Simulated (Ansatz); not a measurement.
# TaN: the cost of one run

Method: DFT r²SCAN+U (U_eff = 2 eV on Ta d), plane waves, PAW, no spin–orbit coupling unless a run says so, in Ansatz 0.2.0.

## (1) The starting structure

It takes space group P-62m (No. 189, hexagonal). Conventional cell: a = 5.196 Å, b = 5.196 Å, c = 2.911 Å, α = 90.00°, β = 90.00°, γ = 120.00°. Ta (site symmetry -6) has 6 N at 2.16 Å in its first shell of neighbours. Ta (site symmetry -62m) is surrounded by 3 N at 2.04 Å. N (site symmetry m2m) has 5 Ta at 2.04 to 2.16 Å in its first shell of neighbours.

Coordinates:

```cif
data_structure
_symmetry_space_group_name_H-M 'P-62m'
_symmetry_Int_Tables_number 189
_cell_length_a 5.1960
_cell_length_b 5.1960
_cell_length_c 2.9110
_cell_angle_alpha 90.000
_cell_angle_beta 90.000
_cell_angle_gamma 120.000
_cell_volume 68.06
loop_
_atom_site_label
_atom_site_type_symbol
_atom_site_symmetry_multiplicity
_atom_site_Wyckoff_symbol
_atom_site_fract_x
_atom_site_fract_y
_atom_site_fract_z
_atom_site_occupancy
Ta1 Ta 2 d 0.33333 0.66667 0.50000 1
Ta2 Ta 1 a 0.00000 0.00000 0.00000 1
N1 N 3 f 0.39285 0.00000 0.00000 1
```

Magnetic order typed: ferromagnetic.

## (2) From atoms, symmetry kept, no search

File input.yaml:

```yaml
crystal:
  lattice:
    - [5.19600015, 0.0, 0.0]
    - [-2.59800008, 4.49986813, 0.0]
    - [0.0, 0.0, 2.9109996]
  atoms:
    - { symbol: Ta, position: [0.3333333333, 0.6666666667, 0.5], spin: 2.0 }
    - { symbol: Ta, position: [0.6666666667, 0.3333333333, 0.5], spin: 2.0 }
    - { symbol: Ta, position: [0.0, 0.0, 0.0], spin: 2.0 }
    - { symbol: "N", position: [0.39285, 0.0, 0.0] }
    - { symbol: "N", position: [0.60715, 0.60715, 0.0] }
    - { symbol: "N", position: [0.0, 0.39285, 0.0] }
basis:
  ecutwfc: 500
  ecutrho_ratio: 4
kpoints:
  mp_grid: { grid: [4, 4, 6] }
hamiltonian:
  xc: r2scan
  hubbard:
    sites:
      - { site: 0, l: d, u_eff: 2.0 }
      - { site: 1, l: d, u_eff: 2.0 }
      - { site: 2, l: d, u_eff: 2.0 }
scf:
  occupations: { method: gaussian, width: 0.05 }
  lower_state_search: "off"
  max_iter: 150
output:
  forces: true
  stress: true
  eigenvalues: true
  populations: true
  hubbard: { sites: [{ site: 0, l: d }, { site: 1, l: d }, { site: 2, l: d }] }
magnetization:
  spin_polarized: true
```

The run is started by

```
$ ansatz run input.yaml --threads 8 --pin off --max-ram 12288MiB --backend cpu --events-out ev --progress --plain --runs-dir out
```

**Question.** How long does this run take on 8 threads of Arm Neoverse V2, shared host, and how much memory does it need?

About 7.2 s, with a peak of 0.61 GiB.
